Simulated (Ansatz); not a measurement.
# GaNHCl (triplet): wave-function methods side by side at a displaced geometry (v2), cc-pVDZ

One table from this session's results is given with a row withheld; the runs are named, their logs left out.

Method: cc-pVDZ, core rule «outside noble gas», up to 20 orbitals frozen; program: Ansatz 0.2.0, Gaussian basis.

Plan: UHF; CCSD(T) on ROHF; CCSD(T) on UHF; BCCD(T) on ROHF; CISD as a restricted active space (open shells left free, so some higher excitations enter); CCSDT(Q) on ROHF; CCSDT(Q) on UHF.

24 further runs of the same task are left out: 6 for a known fault of the program, 4 that didn't finish, 14 set aside as unsound or not needed. Runs told in other sessions of the task aren't counted.

## The geometry

The geometry is a PBE0/def2-TZVP stationary point (not a proven minimum) with its atoms shifted at random (size 0.100 Å). No spin-orbit coupling is included. The filled d shell of Ga may be among the frozen orbitals whatever the setting's name suggests.

4 atoms, charge 0, spin multiplicity 3.

Atoms are counted from 1 here; the program's logs count them from 0.

Bond lengths: Cl1–Ga3 2.179 Å, N2–Ga3 1.962 Å, N2–H4 1.070 Å. Angles: Ga3–N2–H4 103.7°, Cl1–Ga3–N2 112.2°.

The first run:

The input, in.yaml:

```yaml
crystal:
  periodic: [false, false, false]
  atoms:
    - {symbol: Cl, position_ang: [0.070453, 0.348156, 1.614522]}
    - {symbol: N, position_ang: [-0.094421, 1.055308, -1.748295]}
    - {symbol: Ga, position_ang: [-0.017800, -0.397108, -0.430960]}
    - {symbol: H, position_ang: [0.065308, 0.558559, -2.682673]}
basis:
  gaussian: {orbitals: cc-pVDZ}
magnetization: {spin_polarized: true, initial_magnetization: 2}
hamiltonian: {xc: hf}
output: {orbitals: {seedname: orbitals}}
```

Started as:

```console
> ansatz run in.yaml --threads 1 --pin off --events-out ev --progress --plain --max-ram 2393MiB
```

Steps of the session up to this table: UHF; CCSD(T) on ROHF; CCSD(T) on UHF; BCCD(T) on ROHF; CISD as a restricted active space (open shells left free, so some higher excitations enter); CCSDT(Q) on ROHF; CCSDT(Q) on UHF.

One of the session's tables, all rows but one given; the rest of the session is left out.

| method | from UCCSDT(Q) (kcal/mol) |
| --- | --- |
| ROHF | +228.56 |
| UHF | +222.11 |
| RMP2 | +27.95 |
| UMP2 | +28.58 |
| RCCSD | +7.39 |
| UCCSD | +6.93 |
| RCCSD(T) | +1.48 |
| UCCSD(T) | +1.36 |
| BCCD(T) | +1.48 |
| RCCSDT | ? |
| UCCSDT | +0.59 |
| RCCSDT(Q) | +0.19 |
| UCCSDT(Q) | 0 |

**Question.** Estimate the row for RCCSDT.

As computed: from UCCSDT(Q) (kcal/mol): +0.75. In the column «from UCCSDT(Q) (kcal/mol)» it lies between UCCSDT (+0.59) and UCCSD(T) (+1.36).

Not comparable, so not listed: CISD as a restricted active space (open shells left free, so some higher excitations enter) (they don't share determinant, frozen orbitals or solution with the rows shown, or repeat one).

To keep in mind: Restricted and unrestricted rows rest on different reference determinants; a gap between their highest levels can come from leftover correlation error, from unlike frozen cores or from another state.
